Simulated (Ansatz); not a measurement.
**AlBrFH3O2 (built from SMILES Br.[OH][Al]([OH])[F]): search for a transition state**

Is there a first-order saddle for this four-centre ligand exchange, which should form Al1–Br6, F2–H5 and break Al1–F2, H5–Br6, and which two structures does it connect?

The runs use Ansatz 0.2.0, Gaussian basis; PBE0-D4, def2-SVP first, then def2-TZVP.

152 further runs of the same task are left out: 152 set aside as unsound or not needed. Runs told in other sessions of the task aren't counted.

### Step 1. The system as given

The guess: 8 atoms, charge 0, spin multiplicity 1.

Atoms are counted from 1 here; the program's logs count them from 0.

Bond lengths: Al1–F2 2.112 Å, Al1–O3 1.623 Å, Al1–O4 1.623 Å, Al1–Br6 2.812 Å, O3–H7 0.943 Å, O4–H8 0.943 Å. Angles: F2–Al1–O3 107.6°, F2–Al1–O4 106.1°, F2–Al1–Br6 75.2°, O3–Al1–O4 137.2°, O3–Al1–Br6 107.3°, O4–Al1–Br6 106.2°, Al1–O3–H7 176.1°, Al1–O4–H8 176.2°.

As a file:

```xyz
8

Al   -0.3112   -0.1249   -0.2265
F     1.6346   -0.7101    0.3507
O    -0.2359    0.3782   -1.7680
O    -1.3316   -0.9862    0.6966
H     1.6262    0.3144    0.9684
Br    0.6227    1.9792    1.3889
H    -0.1286    0.6746   -2.6568
H    -1.8763   -1.5252    1.2467
```

Distances that are to change: Al1–Br6 2.81 Å, F2–H5 1.20 Å, Al1–F2 2.11 Å, H5–Br6 1.99 Å.

### Step 2. Relaxing the guess with the reacting distances held

hold/in.yaml reads:

```yaml
crystal:
  periodic: [false, false, false]
  atoms:
    - {symbol: Al, position_ang: [-0.311200, -0.124900, -0.226500]}
    - {symbol: F, position_ang: [1.634600, -0.710100, 0.350700]}
    - {symbol: O, position_ang: [-0.235900, 0.378200, -1.768000]}
    - {symbol: O, position_ang: [-1.331600, -0.986200, 0.696600]}
    - {symbol: H, position_ang: [1.626200, 0.314400, 0.968400]}
    - {symbol: Br, position_ang: [0.622700, 1.979200, 1.388900]}
    - {symbol: H, position_ang: [-0.128600, 0.674600, -2.656800]}
    - {symbol: H, position_ang: [-1.876300, -1.525200, 1.246700]}
basis:
  gaussian: {orbitals: def2-SVP}
hamiltonian: {xc: pbe0, dispersion: d4}
relax: {f_tol: 0.04, max_steps: 150, escape_saddle: false, constraints: [{distance: [0, 5]}, {distance: [1, 4]}, {distance: [0, 1]}, {distance: [4, 5]}]}
```

Command:

```
> ansatz run in.yaml --threads 8 --pin off --events-out ev --progress --plain --max-ram 19148MiB
```

Further steps of the session: Force constants to start from; Saddle search in the small basis; Saddle search in triple zeta; Checking the order of the point; Relaxing after a step of 0.30 Å one way along the mode; Relaxing after a step of 0.30 Å the other way along the mode.

**Question.** What will these runs give? Wanted: imaginary mode; barrier from the start side; barrier from the end side; energy of the step; pairs that change; zero-point energy at the saddle.

The runs gave:

```
                       quantity                                                            value
                 imaginary mode                                                        463i cm⁻¹
    barrier from the start side                                                      18.6 kJ/mol
      barrier from the end side                                                      23.4 kJ/mol
             energy of the step                                                      -4.8 kJ/mol
              pairs that change  Al1–Br6 tightened, F2–H5 formed, Al1–F2 loosened, H5–Br6 broken
zero-point energy at the saddle                                                         0.980 eV
```

**Reading.** The point has a single imaginary mode (463i cm⁻¹), as a transition state must. It joins the planned start and end. A bond meant to break is only loosened at the end: the products stay bound as an adduct. At PBE0-D4/def2-TZVP the electronic barrier is 18.6 kJ/mol, about 7 kT at 298 K, and the step runs 4.8 kJ/mol downhill. A step off the saddle overshot and began above it in energy, so the link to its end is likely but not proven. Lower complexes than these ends may exist.
